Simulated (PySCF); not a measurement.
# difluorogermane (GeH₂F₂): electronic excitations at several levels of theory, part 2 of 2

PySCF 2.14.0. Atoms count from 0.

## 7. Excited states and response: wB97X-D/def2-SVPD

Job settings and geometry (Å):

```
{"job": {"kind": "uv", "xc": "wB97X-D", "basis": "def2-SVPD", "ip": true}, "charge": 0, "multiplicity": 1}
F     -1.315719     1.490924    -0.049351
Ge    -0.059215     0.303322    -0.022614
F      1.414025     1.196607    -0.164026
H     -0.073260    -0.362401     1.353101
H     -0.204920    -0.562586    -1.273780
```

With the program's defaults for keys left out, this is: TDDFT wB97X-D/def2-SVPD, vertical, gas phase, core orbitals frozen in the response.

Standard output:

```text
coarse grid: 22960 points
cycle   1  E = -2277.4401118560  dE = -6.111e-01  |g| = 8.426e-01  |ddm| = 2.393e+00
cycle   2  E = -2277.3741525095  dE =  6.596e-02  |g| = 1.133e+00  |ddm| = 1.494e+00
cycle   3  E = -2277.5623958740  dE = -1.882e-01  |g| = 4.628e-02  |ddm| = 7.055e-01
cycle   4  E = -2277.5626946372  dE = -2.988e-04  |g| = 2.328e-02  |ddm| = 8.854e-02
cycle   5  E = -2277.5627633943  dE = -6.876e-05  |g| = 3.982e-03  |ddm| = 2.847e-02
cycle   6  E = -2277.5627672437  dE = -3.849e-06  |g| = 5.966e-04  |ddm| = 1.211e-02
final grid: 46992 points
cycle   7  E = -2277.5624762596  dE = -3.052e-07  |g| = 1.119e-03  |ddm| = 3.460e-03
cycle   8  E = -2277.5624761839  dE =  7.563e-08  |g| = 1.382e-03  |ddm| = 1.479e-03
cycle   9  E = -2277.5624764537  dE = -2.697e-07  |g| = 4.026e-05  |ddm| = 7.978e-04
cycle  10  E = -2277.5624764546  dE = -9.327e-10  |g| = 2.506e-05  |ddm| = 1.243e-04
converged SCF energy = -2277.5624764546

Static polarisability (au): isotropic 29.430, principal 28.736 28.847 30.708

Singlet excitations
state   eV       nm        f      main configurations
  1   8.4314    147.1   0.00000   H->L 0.98
  2   8.7094    142.4   0.00095   H->L+1 0.92
  3   9.5312    130.1   0.32410   H->L+2 0.93
  4   9.8940    125.3   0.00361   H-1->L 0.46, H-2->L+1 0.45
  5  10.0747    123.1   0.05654   H-2->L 0.66, H-1->L+1 0.23
  6  10.2315    121.2   0.08932   H-1->L+1 0.70, H-2->L 0.26
  7  10.2893    120.5   0.00009   H-3->L+1 0.89
  8  10.3163    120.2   0.04766   H-3->L 0.86
  9  10.7454    115.4   0.17494   H-1->L 0.46, H-2->L+1 0.41
 10  10.9247    113.5   0.00426   H-1->L+2 0.87

Triplet excitations (Tamm-Dancoff, eV): 8.0351 8.1374 8.4079 9.3670
Vertical ionisation energy (delta-SCF) = 12.8813 eV
```

Run time: 18 s. Hardware: 1 thread of Arm Neoverse N1, shared host; peak memory 0.43 GiB.

In short: HOMO -12.07 eV, LUMO 1.57 eV; lowest singlet 8.43 eV.

## 8. TDDFT and polarisability: LC-wPBE/def2-SVPD

Job settings and geometry (Å):

```
{"job": {"kind": "uv", "xc": "LC-wPBE", "basis": "def2-SVPD", "ip": true}, "charge": 0, "multiplicity": 1}
F     -1.315719     1.490924    -0.049351
Ge    -0.059215     0.303322    -0.022614
F      1.414025     1.196607    -0.164026
H     -0.073260    -0.362401     1.353101
H     -0.204920    -0.562586    -1.273780
```

Method: TDDFT LC-wPBE/def2-SVPD, vertical, gas phase, core orbitals frozen in the response.

Standard output:

```text
coarse grid: 22960 points
cycle   1  E = -2277.0546226358  dE = -6.424e-01  |g| = 8.670e-01  |ddm| = 2.365e+00
cycle   2  E = -2277.0235219356  dE =  3.110e-02  |g| = 1.063e+00  |ddm| = 1.426e+00
cycle   3  E = -2277.1797916276  dE = -1.563e-01  |g| = 4.681e-02  |ddm| = 6.357e-01
cycle   4  E = -2277.1801486962  dE = -3.571e-04  |g| = 2.429e-02  |ddm| = 8.367e-02
cycle   5  E = -2277.1802318764  dE = -8.318e-05  |g| = 5.282e-03  |ddm| = 3.247e-02
cycle   6  E = -2277.1802383936  dE = -6.517e-06  |g| = 7.292e-04  |ddm| = 1.476e-02
final grid: 46992 points
cycle   7  E = -2277.1800641223  dE = -2.830e-07  |g| = 5.249e-04  |ddm| = 2.619e-03
cycle   8  E = -2277.1800647702  dE = -6.480e-07  |g| = 5.562e-04  |ddm| = 8.430e-04
cycle   9  E = -2277.1800648116  dE = -4.135e-08  |g| = 5.044e-05  |ddm| = 3.426e-04
cycle  10  E = -2277.1800648135  dE = -1.957e-09  |g| = 2.813e-05  |ddm| = 1.818e-04
cycle  11  E = -2277.1800648137  dE = -1.874e-10  |g| = 6.350e-06  |ddm| = 4.773e-05
converged SCF energy = -2277.1800648137

Static polarisability (au): isotropic 29.284, principal 28.621 28.806 30.425

Singlet excitations
state   eV       nm        f      main configurations
  1   8.5581    144.9   0.00000   H->L 0.95
  2   8.8782    139.7   0.00002   H->L+2 0.80, H->L+1 0.13
  3   9.7939    126.6   0.35004   H->L+1 0.78, H->L+2 0.13
  4  10.0996    122.8   0.00317   H-1->L 0.44, H-2->L+2 0.36, H-2->L+3 0.08
  5  10.3339    120.0   0.08784   H-2->L 0.49, H-1->L+2 0.29
  6  10.5395    117.6   0.00005   H-3->L+2 0.69, H-3->L+1 0.10
  7  10.5553    117.5   0.08841   H-1->L+2 0.50, H-2->L 0.36
  8  10.5916    117.1   0.08504   H-3->L 0.73, H->L+3 0.15
  9  11.0739    112.0   0.24661   H-1->L 0.46, H-2->L+2 0.31, H-2->L+1 0.10
 10  11.3623    109.1   0.02417   H-1->L+1 0.68, H-1->L+3 0.17

Triplet excitations (Tamm-Dancoff, eV): 7.9535 8.0717 8.2947 9.3846
Vertical ionisation energy (delta-SCF) = 13.0962 eV
```

Wall time 23 s (1 thread of Arm Neoverse N1, shared host); peak memory 0.43 GiB.

In short: HOMO -12.90 eV, LUMO 1.90 eV; lowest singlet 8.56 eV.

## 9. Excited states and response: PBE0/6-31G*

Job settings and geometry (Å):

```
{"job": {"kind": "uv", "xc": "PBE0", "basis": "6-31G*"}, "charge": 0, "multiplicity": 1}
F     -1.315719     1.490924    -0.049351
Ge    -0.059215     0.303322    -0.022614
F      1.414025     1.196607    -0.164026
H     -0.073260    -0.362401     1.353101
H     -0.204920    -0.562586    -1.273780
```

Method: TDDFT PBE0/6-31G*, vertical, gas phase, core orbitals frozen in the response.

Standard output:

```text
coarse grid: 22960 points
cycle   1  E = -2277.0666831956  dE = -4.687e-01  |g| = 9.050e-01  |ddm| = 2.042e+00
cycle   2  E = -2276.8126462529  dE =  2.540e-01  |g| = 1.562e+00  |ddm| = 1.724e+00
cycle   3  E = -2277.2001370975  dE = -3.875e-01  |g| = 6.025e-02  |ddm| = 1.119e+00
cycle   4  E = -2277.2004473617  dE = -3.103e-04  |g| = 3.643e-02  |ddm| = 5.371e-02
cycle   5  E = -2277.2005761434  dE = -1.288e-04  |g| = 1.604e-03  |ddm| = 1.503e-02
cycle   6  E = -2277.2005768071  dE = -6.637e-07  |g| = 3.309e-04  |ddm| = 2.048e-03
final grid: 46992 points
cycle   7  E = -2277.2005718672  dE = -3.557e-08  |g| = 2.605e-04  |ddm| = 7.433e-04
cycle   8  E = -2277.2005718597  dE =  7.466e-09  |g| = 3.584e-04  |ddm| = 4.761e-04
cycle   9  E = -2277.2005718801  dE = -2.039e-08  |g| = 4.152e-05  |ddm| = 2.465e-04
cycle  10  E = -2277.2005718804  dE = -3.361e-10  |g| = 1.119e-05  |ddm| = 4.396e-05
converged SCF energy = -2277.2005718804

Static polarisability (au): isotropic 22.886, principal 21.828 22.191 24.640

Singlet excitations
state   eV       nm        f      main configurations
  1   8.4006    147.6   0.00000   H->L 0.98
  2   8.6696    143.0   0.01532   H->L+1 0.95
  3   9.4538    131.1   0.00101   H-2->L+1 0.41, H-1->L 0.40, H-1->L+1 0.09
  4   9.5664    129.6   0.03661   H-2->L 0.66, H-1->L 0.13, H-1->L+1 0.12
  5   9.7586    127.1   0.01574   H-3->L 0.97
  6   9.7767    126.8   0.00003   H-3->L+1 0.97
  7   9.7950    126.6   0.05593   H-1->L+1 0.68, H-2->L+1 0.14, H-2->L 0.14
  8  10.4193    119.0   0.10228   H-1->L 0.38, H-2->L+1 0.32, H-6->L+1 0.10
  9  10.4989    118.1   0.31089   H->L+2 0.85
 10  10.9475    113.3   0.01876   H-2->L+2 0.63, H-5->L 0.17, H-1->L+2 0.14

Triplet excitations (Tamm-Dancoff, eV): 7.9368 7.9860 8.6482 8.8792
```

Run time: 6.2 s. Hardware: 1 thread of Arm Neoverse N1, shared host; peak memory 0.43 GiB.

Key values: HOMO -9.80 eV, LUMO 0.28 eV; lowest singlet 8.40 eV.

## 10. Excited states and response: PBE0/def2-SVP

Job settings and geometry (Å):

```
{"job": {"kind": "uv", "xc": "PBE0", "basis": "def2-SVP"}, "charge": 0, "multiplicity": 1}
F     -1.315719     1.490924    -0.049351
Ge    -0.059215     0.303322    -0.022614
F      1.414025     1.196607    -0.164026
H     -0.073260    -0.362401     1.353101
H     -0.204920    -0.562586    -1.273780
```

Method: TDDFT PBE0/def2-SVP, vertical, gas phase, core orbitals frozen in the response.

Standard output:

```text
coarse grid: 22960 points
cycle   1  E = -2276.9472782307  dE = -5.027e-01  |g| = 8.846e-01  |ddm| = 2.131e+00
cycle   2  E = -2276.7035388221  dE =  2.437e-01  |g| = 1.523e+00  |ddm| = 1.767e+00
cycle   3  E = -2277.0772121727  dE = -3.737e-01  |g| = 6.183e-02  |ddm| = 1.141e+00
cycle   4  E = -2277.0775994816  dE = -3.873e-04  |g| = 3.432e-02  |ddm| = 6.282e-02
cycle   5  E = -2277.0777263985  dE = -1.269e-04  |g| = 1.950e-03  |ddm| = 1.741e-02
cycle   6  E = -2277.0777271954  dE = -7.969e-07  |g| = 2.706e-04  |ddm| = 2.179e-03
final grid: 46992 points
cycle   7  E = -2277.0777795899  dE = -6.398e-08  |g| = 2.438e-04  |ddm| = 7.155e-04
cycle   8  E = -2277.0777795834  dE =  6.467e-09  |g| = 3.216e-04  |ddm| = 4.296e-04
cycle   9  E = -2277.0777796004  dE = -1.698e-08  |g| = 4.254e-05  |ddm| = 2.401e-04
cycle  10  E = -2277.0777796007  dE = -3.006e-10  |g| = 5.836e-06  |ddm| = 3.585e-05
converged SCF energy = -2277.0777796007

Static polarisability (au): isotropic 23.541, principal 21.773 22.738 26.111

Singlet excitations
state   eV       nm        f      main configurations
  1   8.5182    145.6   0.00000   H->L 0.99
  2   8.8734    139.7   0.00485   H->L+1 0.83, H->L+2 0.14
  3   9.6594    128.4   0.00193   H-2->L+1 0.50, H-1->L 0.48
  4   9.7608    127.0   0.02402   H-2->L 0.85, H-1->L+1 0.09
  5   9.9561    124.5   0.10283   H-3->L 0.82, H->L+2 0.14
  6  10.0475    123.4   0.00002   H-3->L+1 0.96
  7  10.0609    123.2   0.06042   H-1->L+1 0.84, H-2->L 0.10
  8  10.1341    122.3   0.32452   H->L+2 0.66, H-3->L 0.15, H->L+1 0.14
  9  10.5918    117.1   0.08642   H-1->L 0.33, H-2->L+1 0.31, H-2->L+2 0.29
 10  10.7805    115.0   0.01816   H-2->L+2 0.64, H-1->L 0.11, H-6->L+1 0.10

Triplet excitations (Tamm-Dancoff, eV): 7.9115 8.0246 8.4859 9.0407
```

Run time: 6.2 s. Hardware: 1 thread of Arm Neoverse N1, shared host; peak memory 0.43 GiB.

In short: HOMO -9.92 eV, LUMO 0.31 eV; lowest singlet 8.52 eV.

## 11. Ultraviolet spectrum: PBE0/def2-TZVP

Job settings and geometry (Å):

```
{"job": {"kind": "uv", "xc": "PBE0", "basis": "def2-TZVP"}, "charge": 0, "multiplicity": 1}
F     -1.315719     1.490924    -0.049351
Ge    -0.059215     0.303322    -0.022614
F      1.414025     1.196607    -0.164026
H     -0.073260    -0.362401     1.353101
H     -0.204920    -0.562586    -1.273780
```

With the program's defaults for keys left out, this is: TDDFT PBE0/def2-TZVP, vertical, gas phase, core orbitals frozen in the response.

Standard output:

```text
coarse grid: 22960 points
cycle   1  E = -2277.4558327562  dE = -4.795e-01  |g| = 1.042e+00  |ddm| = 1.721e+00
cycle   2  E = -2277.1731395008  dE =  2.827e-01  |g| = 1.775e+00  |ddm| = 1.248e+00
cycle   3  E = -2277.5945834005  dE = -4.214e-01  |g| = 1.390e-01  |ddm| = 8.165e-01
cycle   4  E = -2277.5964919905  dE = -1.909e-03  |g| = 3.892e-02  |ddm| = 7.314e-02
cycle   5  E = -2277.5966455018  dE = -1.535e-04  |g| = 2.644e-03  |ddm| = 1.475e-02
cycle   6  E = -2277.5966467414  dE = -1.240e-06  |g| = 4.299e-04  |ddm| = 1.838e-03
final grid: 46992 points
cycle   7  E = -2277.5965012962  dE = -3.105e-07  |g| = 3.365e-04  |ddm| = 1.013e-03
cycle   8  E = -2277.5965012931  dE =  3.084e-09  |g| = 3.989e-04  |ddm| = 4.346e-04
cycle   9  E = -2277.5965013145  dE = -2.142e-08  |g| = 8.157e-05  |ddm| = 2.070e-04
cycle  10  E = -2277.5965013155  dE = -9.750e-10  |g| = 2.156e-05  |ddm| = 5.030e-05
converged SCF energy = -2277.5965013155

Static polarisability (au): isotropic 27.272, principal 26.302 26.355 29.159

Singlet excitations
state   eV       nm        f      main configurations
  1   8.3403    148.7   0.00000   H->L 0.99
  2   8.6387    143.5   0.00309   H->L+1 0.86, H->L+2 0.12
  3   9.6200    128.9   0.00288   H-2->L+1 0.50, H-1->L 0.47
  4   9.6953    127.9   0.46342   H->L+2 0.84, H->L+1 0.11
  5   9.7441    127.2   0.02513   H-2->L 0.85, H-1->L+1 0.09
  6   9.9802    124.2   0.08168   H-1->L+1 0.84, H-2->L 0.10
  7   9.9854    124.2   0.00154   H-3->L 0.97
  8  10.0147    123.8   0.00000   H-3->L+1 0.96
  9  10.4622    118.5   0.11073   H-1->L 0.42, H-2->L+1 0.38, H-2->L+2 0.12
 10  10.6104    116.9   0.01207   H-2->L+2 0.85

Triplet excitations (Tamm-Dancoff, eV): 7.7576 7.8270 8.1943 9.0071
```

Wall time 12 s (1 thread of Arm Neoverse N1, shared host); peak memory 0.51 GiB.

In short: HOMO -10.05 eV, LUMO -0.01 eV; lowest singlet 8.34 eV.

## 12. Comparing the runs: electronic excitations

Excitations and ground-state properties, with basis size and wall time:

```csv
run,lowest singlet (eV),brightest (eV),f,gap (eV),α (Å³),μ (D),functions,time
PBE/def2-SVPD,7.58,8.35,0.142,7.44,4.67,2.61,100,41 s
B3LYP/def2-SVPD,8.11,9.04,0.248,9.37,4.45,2.77,100,16 s
PBE0/def2-SVPD,8.24,9.27,0.278,9.88,4.39,2.77,100,16 s
BHandHLYP/def2-SVPD,8.72,9.83,0.372,12.11,4.19,2.93,100,17 s
CAM-B3LYP/def2-SVPD,8.29,9.37,0.292,12.21,4.40,2.84,100,19 s
wB97X-D/def2-SVPD,8.43,9.53,0.324,13.63,4.36,2.81,100,18 s
LC-wPBE/def2-SVPD,8.56,9.79,0.350,14.80,4.34,2.82,100,23 s
PBE0/6-31G*,8.40,10.50,0.311,10.08,3.39,2.54,64,6.2 s
PBE0/def2-SVP,8.52,10.13,0.325,10.23,3.49,2.57,70,6.2 s
PBE0/def2-TZVP,8.34,9.70,0.463,10.03,4.04,2.61,122,12 s
```

## 13. Summary of results

The summary covers parts 1 to 2.

```
                                quantity                        value
          lowest singlet (PBE/def2-SVPD)  7.58 eV (164 nm), f = 0.000
brightest single state of those computed  state 3, 8.35 eV, f = 0.142
                          lowest triplet                      7.13 eV
       vertical ionisation energy (ΔSCF)                     12.13 eV
             range of the lowest singlet              7.58 to 8.72 eV
```

**Reading.** Single values in the summary come from the first run of each kind that ended normally (PBE/def2-SVPD), which need not be the best level. The first singlet state (HOMO→LUMO 1.00) lies at 7.58 eV and is dark; of the 10 states computed, the strongest absorption comes from state 3 at 8.35 eV. The lowest triplet lies 0.45 eV below the lowest singlet (triplets in Tamm-Dancoff, singlets in full TDDFT). ΔSCF puts the ionisation energy at 12.13 eV, 3.56 eV above −ε(HOMO). The lowest singlet runs from 7.58 eV (PBE/def2-SVPD) to 8.72 eV (BHandHLYP/def2-SVPD), while the orbital gap spans 7.44 to 14.80 eV. The lowest state need not be the same one in every run. The runs solved for a few states only, so the brightest column depends on that window.
